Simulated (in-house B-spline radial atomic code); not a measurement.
# Ag¹⁰⁺: excited configurations

How much energy does it take to promote electrons of Ag¹⁰⁺ to other shells? Each configuration is solved by itself and compared with the reference.

Method: Dirac-Hartree-Fock, average of configuration, Fermi nucleus, basis-set limit. Code: in-house B-spline radial atomic code version 1.

## (1) The atom as given

* element: silver (Z = 47)
* charge: +10
* electrons: 37
* configuration: [Kr] 4d1
* Hamiltonian: Dirac-Coulomb
* nucleus: Fermi, rms radius 4.545 fm

The outer shells:

[Kr] 4d1
```
[Kr] core
4d [↑ ][  ][  ][  ][  ]
```

The boxes draw the filling by Hund's rule, which heavy ions in jj coupling don't follow; these runs average over all states of the configuration.

Settings of the run:

```ini
Z = 47
electrons = 37.0
configuration = [Kr] 4d1
hamiltonian = dirac
method = hf
spin_polarised = False
nucleus = fermi
rms_radius = 4.5454
mass_number = 107
atomic_mass = 106.905091509
speed_of_light = 137.035999084
```

From the earlier run of the reference: total energy -5285.296718 hartree. Levels, eight at most:

```csv
orbital,occupation,energy (eV),<r> (bohr)
3p3/2,4,-798.77,0.3674
3d3/2,4,-597.86,0.3411
3d5/2,6,-591.44,0.3444
4s1/2,2,-297.67,0.8594
4p1/2,2,-254.73,0.8965
4p3/2,4,-248.26,0.9163
4d3/2,0.4,-188.58,1.005
4d5/2,0.6,-187.57,1.012
```

## (2) [Ar] 3d9 4s2 4p6 4d1 4f1

Settings of the run:

```ini
Z = 47
electrons = 37.0
configuration = [Ar] 3d9 4s2 4p6 4d1 4f1
hamiltonian = dirac
method = hf
spin_polarised = False
nucleus = fermi
rms_radius = 4.5454
mass_number = 107
atomic_mass = 106.905091509
speed_of_light = 137.035999084
```

## (3) Configuration [Ar] 3d10 4s2 4p5 4d1 6p1

Changes to the settings of step 2:

```diff
@@ -2,3 +2,3 @@
 electrons = 37.0
-configuration = [Ar] 3d9 4s2 4p6 4d1 4f1
+configuration = [Ar] 3d10 4s2 4p5 4d1 6p1
 hamiltonian = dirac
```

## (4) Configuration [Ar] 3d10 4s2 4p5 4d1 8s1

Changes to the settings of step 3:

```diff
@@ -2,3 +2,3 @@
 electrons = 37.0
-configuration = [Ar] 3d10 4s2 4p5 4d1 6p1
+configuration = [Ar] 3d10 4s2 4p5 4d1 8s1
 hamiltonian = dirac
```

## (5) Run with [Kr] 5f1

Changes to the settings of step 4:

```diff
@@ -2,3 +2,3 @@
 electrons = 37.0
-configuration = [Ar] 3d10 4s2 4p5 4d1 8s1
+configuration = [Kr] 5f1
 hamiltonian = dirac
```

## (6) Configuration [Ar] 3d10 4s2 4p5 4d2

Changes to the settings of step 5:

```diff
@@ -2,3 +2,3 @@
 electrons = 37.0
-configuration = [Kr] 5f1
+configuration = [Ar] 3d10 4s2 4p5 4d2
 hamiltonian = dirac
```

## (7) [Ar] 3d9 4s2 4p6 4d1 8f1

Changes to the settings of step 6:

```diff
@@ -2,3 +2,3 @@
 electrons = 37.0
-configuration = [Ar] 3d10 4s2 4p5 4d2
+configuration = [Ar] 3d9 4s2 4p6 4d1 8f1
 hamiltonian = dirac
```

## (8) Run with [Ar] 3d9 4s2 4p6 4d1 5f1

Changes to the settings of step 7:

```diff
@@ -2,3 +2,3 @@
 electrons = 37.0
-configuration = [Ar] 3d9 4s2 4p6 4d1 8f1
+configuration = [Ar] 3d9 4s2 4p6 4d1 5f1
 hamiltonian = dirac
```

## (9) Configuration [Kr] 7p1

Changes to the settings of step 8:

```diff
@@ -2,3 +2,3 @@
 electrons = 37.0
-configuration = [Ar] 3d9 4s2 4p6 4d1 5f1
+configuration = [Kr] 7p1
 hamiltonian = dirac
```

Q: How far above the reference does each configuration lie (order and size, in eV)?

**Answer**, as computed:

| net move | configuration | energy above the reference (eV) | with Breit, QED, recoil (eV) | largest <r> (bohr) |
| --- | --- | --- | --- | --- |
| 4p → 4d | [Ar] 3d10 4s2 4p5 4d2 | 62.133 | 61.994 | 1.01 |
| 4d → 5f | [Kr] 5f1 | 112.13 | 112.12 | 2.41 |
| 4d → 7p | [Kr] 7p1 | 137.25 | 137.26 | 4.44 |
| 4p → 6p | [Ar] 3d10 4s2 4p5 4d1 6p1 | 175.54 | 175.42 | 3.00 |
| 4p → 8s | [Ar] 3d10 4s2 4p5 4d1 8s1 | 210.91 | 210.77 | 5.82 |
| 3d → 4f | [Ar] 3d9 4s2 4p6 4d1 4f1 | 460.95 | 460.76 | 1.16 |
| 3d → 5f | [Ar] 3d9 4s2 4p6 4d1 5f1 | 509.55 | 509.38 | 2.37 |
| 3d → 8f | [Ar] 3d9 4s2 4p6 4d1 8f1 | 557.82 | 557.66 | 7.40 |

Quantum defects of the promoted electron, δ = n − ζ/√(−2ε) with ζ = 11 and ε its orbital energy in hartree:

| promotion | δ |
| --- | --- |
| 4d → 5f | 0.324 |
| 4d → 7p | 1.270 |
| 4p → 6p | 1.285 |
| 4p → 8s | 1.477 |
| 3d → 5f | 0.362 |
| 3d → 8f | 0.365 |

The lowest of them is 4p → 4d at 62.133 eV and the highest 3d → 8f at 557.82 eV. 4 of them lie more than 2 % above the ionisation threshold that Koopmans' theorem gives (187.57 eV), where such states can decay by emitting an electron. Of those tabulated, the defect is largest for 8s (1.48) and least for 5f (0.32): low angular momentum penetrates the core, high angular momentum stays outside it. Two partly filled shells share a symmetry and can mix in the average, which may lower the energy, for: 4p → 6p; 3d → 4f; 3d → 5f; 3d → 8f. These are averages over configurations, without correlation, not spectroscopic levels.
